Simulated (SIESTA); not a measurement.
**InSb3 under changes of volume**

One of the cells (27.758 Å³/atom); the others are scaled copies at fixed shape and fractional positions:

```xyz
4
Lattice="4.8064 0.0000 0.0000 0.0000 4.8064 0.0000 0.0000 0.0000 4.8064" Properties=species:S:1:pos:R:3 pbc="T T T"
Sb    2.4032    2.4032    0.0000
Sb    0.0000    2.4032    2.4032
Sb    2.4032    0.0000    2.4032
In    0.0000    0.0000    0.0000
```

The cell comes from a database or a generator and needn't be the stable form of this composition.

```yaml
Program: SIESTA 5.4.2
Functional: LDA
Potentials_or_basis: PseudoDojo 0.4 standard (LDA files)
Basis: DZP (energy shift 0.003 Ry; two zetas on semicore shells)
Grid_cutoff: 500 Ry
Energy_shift: 0.003 Ry
k_mesh: 6 × 6 × 6
Occupations: fermi-dirac, width 0.05 eV
Spin: no spin polarisation
```

| volume (Å³/atom) | energy over the lowest point (meV/atom) | pressure (GPa) |
| --- | --- | --- |
| 26.093 | 1.66 | 1.1 |
| 26.648 | 0.00 | -0.2 |
| 27.203 | 2.66 | -1.3 |
| 27.758 | 9.35 | -2.5 |
| 28.313 | ? | ? |
| 28.868 | 33.02 | -4.3 |
| 29.424 | 49.18 | -5.0 |

Task: What does the run at 28.313 Å³/atom give?

Result: Energy over the lowest point 19.62 meV/atom; pressure -3.4 GPa.

Worked out: A Birch-Murnaghan fit of order 3 (a polynomial in V^(-2/3)) to the other rows has its minimum at 26.58 Å³/atom with B0 = V·E''(V) = 62 GPa and B' = 4.5. It gives 19.61 meV/atom at 28.313 Å³/atom, against the run's 19.62, and -dE/dV = -3.4 GPa, against -3.4.

Energies are extrapolated to zero smearing.

Caveats: the basis of atomic orbitals isn't converged, which shifts pressures, moduli and gaps.
